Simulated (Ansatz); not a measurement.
# Ti3Br: a trial structure relaxed

Aim: relax a trial structure of Ti3Br and see where it ends.

Program: Ansatz 0.2.0. Level of theory: DFT PBE, scalar-relativistic, plane waves, PAW. These are calculated values, not measurements.

## 1. The starting structure

It takes space group Pm-3m (No. 221, cubic). Conventional cell: a = 4.384 Å, b = 4.384 Å, c = 4.384 Å, α = 90.00°, β = 90.00°, γ = 90.00°. Around Ti (site symmetry 4/mmm) lie 8 Ti at 3.10 Å and 4 Br at 3.10 Å. Br (site symmetry m-3m) is surrounded by 12 Ti at 3.10 Å.

Structure file:

```
CELL_PARAMETERS angstrom
4.38364 0.00000 0.00000
0.00000 4.38364 0.00000
0.00000 0.00000 4.38364
ATOMIC_POSITIONS crystal
Ti 0.50000 0.00000 0.00000
Ti 0.00000 0.50000 0.00000
Ti 0.00000 0.00000 0.50000
Br 0.50000 0.50000 0.50000
```

Recipe of the guess: random cell by space group and Wyckoff sites (Pm-3m, No. 221). Its size is a rough estimate.

## 2. A first look at the guess

input.yaml

```yaml
crystal:
  lattice:
    - [4.38364239, 0.0, 0.0]
    - [0.0, 4.38364239, 0.0]
    - [0.0, 0.0, 4.38364239]
  atoms:
    - { symbol: Ti, position: [0.5, 0.0, 0.0], spin: 1.0 }
    - { symbol: Ti, position: [0.0, 0.5, 0.0], spin: 1.0 }
    - { symbol: Ti, position: [0.0, 0.0, 0.5], spin: 1.0 }
    - { symbol: Br, position: [0.5, 0.5, 0.5] }
basis:
  ecutwfc: 420
kpoints:
  mp_grid: { grid: [4, 4, 4] }
hamiltonian:
  xc: pbe
scf:
  occupations: { method: gaussian, width: 0.1 }
  lower_state_search: "off"
output:
  forces: true
  stress: true
  eigenvalues: true
  populations: true
magnetization:
  spin_polarized: true
```

Command:

```
$ ansatz run input.yaml --threads 1 --pin off --max-ram 2560MiB --backend cpu --events-out ev --progress --plain --runs-dir out
```

The session goes on with these runs: rough relaxation on the coarse mesh; full relaxation.

**Question.** What will these runs give? Wanted: conventional cell; volume; energy over the elements; gap on the mesh.

As calculated:

| quantity | value |
| --- | --- |
| symmetry at the end (tolerance 0.05 Å) | space group Pm-3m (No. 221) |
| conventional cell | a = 4.085 Å, b = 4.085 Å, c = 4.085 Å, α = 90.00°, β = 90.00°, γ = 90.00° |
| volume | 17.04 Å³/atom |
| energy over the elements | +0.31 eV/atom |
| gap on the mesh | none (metal) |

What this shows: The space group Pm-3m (No. 221) is kept, and the volume per atom shrinks by 19.1 % from the first guess. With a positive formation energy it can't be a ground state. No finished test with a distortion of lower symmetry is shown, so the end may be a saddle point. Some metallic runs here have no spin polarisation while others do, so their energies compare only roughly. Other magnetic orders were not searched.
